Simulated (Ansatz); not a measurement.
# SnSe: the cost of one run

Method: DFT r2SCAN, scalar-relativistic, plane waves, PAW, in Ansatz 0.2.0.

2 further runs of the same task are left out: 2 set aside as unsound or not needed. Runs told in other sessions of the task aren't counted.

### Step 1. The system as given

Symmetry: Fm-3m, No. 225, cubic system. The conventional cell has a = 6.020 Å, b = 6.020 Å, c = 6.020 Å, α = 90.00°, β = 90.00°, γ = 90.00°. Sn (site symmetry m-3m) is surrounded by 6 Se at 3.01 Å. Around Se (site symmetry m-3m) lie 6 Sn at 3.01 Å.

Coordinates:

```cif
data_structure
_symmetry_space_group_name_H-M 'Fm-3m'
_symmetry_Int_Tables_number 225
_cell_length_a 6.0200
_cell_length_b 6.0200
_cell_length_c 6.0200
_cell_angle_alpha 90.000
_cell_angle_beta 90.000
_cell_angle_gamma 90.000
_cell_volume 218.17
loop_
_atom_site_label
_atom_site_type_symbol
_atom_site_symmetry_multiplicity
_atom_site_Wyckoff_symbol
_atom_site_fract_x
_atom_site_fract_y
_atom_site_fract_z
_atom_site_occupancy
Sn1 Sn 4 a 0.00000 0.00000 0.00000 1
Se1 Se 4 b 0.00000 0.00000 0.50000 1
```

It is built from the cell relaxed beforehand with the same method (27.27 Å³/atom).

### Step 2. The reference: the undisturbed cell on the scan's mesh

Input file input.yaml:

```yaml
crystal:
  lattice:
    - [6.02, 0.0, 0.0]
    - [0.0, -6.02, 0.0]
    - [0.0, 0.0, -6.02]
  atoms:
    - { symbol: Sn, position: [0.0, 0.5, 0.5] }
    - { symbol: Sn, position: [0.5, 0.0, 0.5] }
    - { symbol: Sn, position: [0.5, 0.5, 0.0] }
    - { symbol: Sn, position: [0.0, 0.0, 0.0] }
    - { symbol: Se, position: [0.5, 0.0, 0.0] }
    - { symbol: Se, position: [0.0, 0.5, 0.0] }
    - { symbol: Se, position: [0.0, 0.0, 0.5] }
    - { symbol: Se, position: [0.5, 0.5, 0.5] }
basis:
  ecutwfc: 500
kpoints:
  mp_grid: { grid: [6, 6, 6] }
hamiltonian:
  xc: r2scan
scf:
  occupations: { method: gaussian, width: 0.05 }
output:
  forces: true
  stress: true
  eigenvalues: true
  write_density: true
  write_potential: true
  elf: true
  volumetric_format: npy
```

On the command line:

```
$ ansatz run input.yaml --threads 1 --pin off --max-ram 2560MiB --backend cpu --events-out ev --progress --plain --runs-dir out
```

**Question.** How long does this run take on 1 thread of Intel Xeon Platinum 8259CL at 2.50GHz (Skylake/Cascade Lake), shared host, and how much memory does it need?

About 50 s, with a peak of 0.99 GiB.
